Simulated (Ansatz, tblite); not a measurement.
**Si(OMe)2Cl2 (C₂H₆Cl₂O₂Si): charged states by level of theory**

One table from this session's results is given with a row withheld; the runs are named, their logs left out.

The runs use Ansatz 0.2.0, Gaussian basis; as each input shows.

The runs, in order: charge +1 doublet, at the geometry of the singlet (PBE0-D4/def2-TZVP, PBE-D4/def2-TZVP, r2SCAN0-D4/def2-TZVP, CCSD(T)/def2-SVP); charge -1 doublet, at the geometry of the singlet (PBE0-D4/def2-TZVPD, PBE-D4/def2-TZVPD, r2SCAN0-D4/def2-TZVPD); the starting singlet's energies come from earlier runs.

2 further runs of the same task are left out: 2 set aside as unsound or not needed.

**The geometry**

The singlet was relaxed beforehand with r2SCAN-D4/def2-SVP.

13 atoms, charge 0, spin multiplicity 1.

Atoms are counted from 1 here; the program's logs count them from 0.

Bond lengths: Si1–O2 1.628 Å, Si1–O7 1.628 Å, Si1–Cl12 2.063 Å, Si1–Cl13 2.063 Å, O2–C3 1.416 Å, C3–H4 1.104 Å, C3–H5 1.099 Å, C3–H6 1.104 Å, O7–C8 1.416 Å, C8–H9 1.104 Å, C8–H10 1.099 Å, C8–H11 1.104 Å. Angles: O2–Si1–O7 106.9°, O2–Si1–Cl12 110.8°, O2–Si1–Cl13 110.8°, O7–Si1–Cl12 110.8°, O7–Si1–Cl13 110.8°, Cl12–Si1–Cl13 106.9°, Si1–O2–C3 125.9°, O2–C3–H4 111.2°, O2–C3–H5 107.9°, O2–C3–H6 111.1°, H4–C3–H5 108.8°, H4–C3–H6 108.9°, H5–C3–H6 108.8°, Si1–O7–C8 125.9°, O7–C8–H9 111.1°, O7–C8–H10 107.9°, O7–C8–H11 111.2°, H9–C8–H10 108.8° and more.

Set-up of the first run:

in.yaml reads:

```yaml
crystal:
  periodic: [false, false, false]
  atoms:
    - {symbol: Si, position_ang: [-0.201171, 0.006394, -0.143147]}
    - {symbol: O, position_ang: [-0.169366, -0.003268, 1.484308]}
    - {symbol: C, position_ang: [-1.300107, 0.016645, 2.337177]}
    - {symbol: H, position_ang: [-1.907837, 0.923208, 2.172281]}
    - {symbol: H, position_ang: [-0.940579, 0.015037, 3.375707]}
    - {symbol: H, position_ang: [-1.934103, -0.872840, 2.178462]}
    - {symbol: O, position_ang: [1.346471, -0.021763, -0.646835]}
    - {symbol: C, position_ang: [1.781144, -0.029432, -1.994929]}
    - {symbol: H, position_ang: [1.411257, -0.922694, -2.527460]}
    - {symbol: H, position_ang: [2.880024, -0.045717, -1.995966]}
    - {symbol: H, position_ang: [1.438049, 0.873358, -2.529384]}
    - {symbol: Cl, position_ang: [-1.168936, 1.687050, -0.845257]}
    - {symbol: Cl, position_ang: [-1.234837, -1.625969, -0.864947]}
basis:
  gaussian: {orbitals: def2-TZVP}
total_charge: 1
magnetization: {spin_polarized: true, initial_magnetization: 1}
hamiltonian: {xc: pbe0, dispersion: d4}
scf: {omitted_lower_state_checks: [starts]}
output: {orbitals: {seedname: orbitals}}
```

On the command line:

```console
ansatz run in.yaml --threads 4 --pin off --events-out ev --progress --plain --max-ram 4787MiB
```

Steps of the session up to this table: Charge +1 doublet at the fixed geometry, PBE0-D4/def2-TZVP; Charge +1 doublet at the fixed geometry, PBE-D4/def2-TZVP; Charge +1 doublet at the fixed geometry, r2SCAN0-D4/def2-TZVP; Charge +1 doublet at the fixed geometry, CCSD(T)/def2-SVP.

One table of the session follows, with a row left open; its other results are not shown here.

```
              method  vertical ionisation energy (eV)
         HF/def2-SVP                            10.34
    PBE-D4/def2-TZVP                             9.90
   PBE0-D4/def2-TZVP                            10.57
r2SCAN0-D4/def2-TZVP                                ?
        MP2/def2-SVP                            11.48
       CCSD/def2-SVP                            11.05
    CCSD(T)/def2-SVP                            10.98
```

Q: Estimate the row for r2SCAN0-D4/def2-TZVP from the others.

The run gave: vertical ionisation energy (eV): 10.72. In the column «vertical ionisation energy (eV)» it lies between PBE0-D4/def2-TZVP (10.57) and CCSD(T)/def2-SVP (10.98).

Limits of these values: The yardstick is in a double-zeta basis, so levels in larger sets aren't compared like for like. CCSD(T)/def2-SVP isn't at the basis-set limit; small misses against it rank nothing.
